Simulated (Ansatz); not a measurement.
Write a Python script for the Ansatz DFT code, driven from Python that makes an atomisation energy of ClH₃S₂Si, SMILES SS[SiH2]Cl. Use (for the species named): r2SCAN, 6-31G* basis, multiplicity 1.

```xyz
7

S    -1.6089    1.2013   -0.8278
S     0.1688    0.5354   -1.4497
Si    0.8764   -0.2236    0.4048
Cl   -0.1846   -1.7880    1.0132
H    -2.3685    0.1016   -0.9068
H     2.2936   -0.7161    0.2431
H     0.8843    0.8213    1.4774
```

`clh3s2si.py`
```python
from collections import Counter

import ansatz as az

BASIS = "6-31G*"
XC = "r2SCAN"


def energy_of(molecule, charge=0, unpaired=0):
    calc = molecule.calculation().basis(gaussian=BASIS).functional(XC)
    if charge:
        calc = calc.charge(charge)
    if unpaired:
        calc = calc.spin("collinear", total=unpaired)
    return calc.run(threads=1).report["free_energy_ev"]


def main() -> None:
    geometry_ang = [
        ("S", (-1.6089, 1.2013, -0.8278)),
        ("S", (0.1688, 0.5354, -1.4497)),
        ("Si", (0.8764, -0.2236, 0.4048)),
        ("Cl", (-0.1846, -1.788, 1.0132)),
        ("H", (-2.3685, 0.1016, -0.9068)),
        ("H", (2.2936, -0.7161, 0.2431)),
        ("H", (0.8843, 0.8213, 1.4774)),
    ]
    geometry = az.Crystal.molecule()
    for symbol, xyz in geometry_ang:
        geometry = geometry.atom(symbol, xyz)

    unpaired = {"S": 2, "Si": 2, "Cl": 1, "H": 1}
    counts = Counter(site.symbol for site in geometry.cartesian_sites)
    atom_energy = {s: energy_of(az.Crystal.molecule().atom(s, (0, 0, 0)), 0, unpaired[s]) for s in counts}
    whole = energy_of(geometry, 0, 0)
    for s, e in atom_energy.items():
        print(f"{s:2s} x{counts[s]}  {e:14.5f} eV")
    print(f"ClH3S2Si: {whole:.5f} eV")
    split = sum(counts[s] * e for s, e in atom_energy.items()) - whole
    print(f"atomisation energy (no zero-point term): {96.485332 * split:.1f} kJ/mol, {split / sum(counts.values()):.3f} eV an atom")


if __name__ == "__main__":
    main()
```

```console
$ python clh3s2si.py
S  x2    -10831.68955 eV
Si x1     -7872.84156 eV
Cl x1    -12519.61458 eV
H  x3       -13.55744 eV
ClH3S2Si: -42116.57982 eV
atomisation energy (no zero-point term): 1936.7 kJ/mol, 2.867 eV an atom
```

1936.7 kJ/mol from the electronic energies, without the zero-point term.

Notes:
- Total energies depend on the basis set; only differences at equal settings carry meaning.
- The geometry is a force-field or estimated start, not a minimum of this method, and the basis set is short of its limit. All parts are taken at fixed geometry, without zero-point energy.
- Finished in 9.2 s on 1 thread of Arm Neoverse V1, on a shared host, peak memory 0.2 GiB.
